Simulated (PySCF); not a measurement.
# C2H6Cd (CdMe2): the cost of one run

Computed with PySCF 2.14.0 and routines of our own; the level stands in each step. Atoms count from 0.

### Step 1. The system as given

9 atoms, charge 0, multiplicity 1; geometry from: GFN2-xTB.

### Step 2. NMR shieldings: KT2/pcJ-1 Cd:dyall-v2z, spin–orbit

Job settings and geometry (Å):

```
{"job": {"xc": "KT2", "basis": {"default": "pcJ-1", "Cd": "dyall-v2z"}, "rel": "so", "kind": "hnmr"}, "charge": 0, "multiplicity": 1}
Cd     0.023200     0.017930    -0.000130
C     -0.002360    -0.014380     2.212610
H     -0.437990     0.901740     2.612850
H      1.005340    -0.110050     2.617750
H     -0.592860    -0.855480     2.579140
C      0.005080     0.016700    -2.212450
H     -1.018280     0.015820    -2.589900
H      0.508130    -0.867490    -2.605390
H      0.509740     0.895220    -2.614470
```

Level: KT2/pcJ-1 Cd:dyall-v2z GIAO NMR shielding, X2C with spin-orbit coupling, screened-nuclear two-electron part, Gaussian nuclei, gas phase.

Command:

```console
OMP_NUM_THREADS=1 python heavy_run.py task.json out
```

The driver reads the jobs from task.json and runs them one after another.

**Question.** How long does this first job take on 1 thread of Intel Xeon Platinum 8259CL at 2.50GHz, shared host, and how much memory does it need?

About 47 s, with a peak of 1.1 GiB.
